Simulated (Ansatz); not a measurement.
# Ba4N: the cost of one run

Program: Ansatz 0.2.0. Level of theory: DFT PBE, scalar-relativistic, plane waves, PAW. These are calculated values, not measurements.

1 further run of the same task is left out (it didn't finish).

### Step 1. The structure to begin with

Symmetry: Pm-3m, No. 221, cubic system. The conventional cell has a = 5.289 Å, b = 5.289 Å, c = 5.289 Å, α = 90.00°, β = 90.00°, γ = 90.00°. Ba (site symmetry m-3m) has 6 Ba at 2.64 Å as nearest neighbours. Ba (site symmetry 4/mmm) has 10 Ba at 2.64 to 3.74 Å and 4 N at 3.74 Å as nearest neighbours. Around N (site symmetry m-3m) lie 12 Ba at 3.74 Å.

As a file:

```cif
data_structure
_symmetry_space_group_name_H-M 'Pm-3m'
_symmetry_Int_Tables_number 221
_cell_length_a 5.2885
_cell_length_b 5.2885
_cell_length_c 5.2885
_cell_angle_alpha 90.000
_cell_angle_beta 90.000
_cell_angle_gamma 90.000
_cell_volume 147.91
loop_
_atom_site_label
_atom_site_type_symbol
_atom_site_symmetry_multiplicity
_atom_site_Wyckoff_symbol
_atom_site_fract_x
_atom_site_fract_y
_atom_site_fract_z
_atom_site_occupancy
Ba1 Ba 1 b 0.50000 0.50000 0.50000 1
Ba2 Ba 3 c 0.00000 0.50000 0.50000 1
N1 N 1 a 0.00000 0.00000 0.00000 1
```

Recipe of the guess: species swapped into a database cell of Mn4N (Pm-3m, No. 221). Its size is a rough estimate.

### Step 2. A first look at the guess

File input.yaml:

```yaml
crystal:
  lattice:
    - [5.28850486, 0.0, 0.0]
    - [0.0, 5.28850486, 0.0]
    - [0.0, 0.0, 5.28850486]
  atoms:
    - { symbol: Ba, position: [0.5, 0.5, 0.5] }
    - { symbol: Ba, position: [0.0, 0.5, 0.5] }
    - { symbol: Ba, position: [0.5, 0.0, 0.5] }
    - { symbol: Ba, position: [0.5, 0.5, 0.0] }
    - { symbol: "N", position: [0.0, 0.0, 0.0] }
basis:
  ecutwfc: 420
kpoints:
  mp_grid: { grid: [4, 4, 4] }
hamiltonian:
  xc: pbe
scf:
  occupations: { method: gaussian, width: 0.1 }
  lower_state_search: "off"
output:
  forces: true
  stress: true
  eigenvalues: true
```

Command:

```sh
> ansatz run input.yaml --threads 1 --pin off --max-ram 2048MiB --backend cpu --events-out ev --progress --plain --runs-dir out
```

Q: Estimate wall time and peak memory on 1 thread of Arm Neoverse V1, shared host.

About 4.7 s, with a peak of 0.36 GiB.
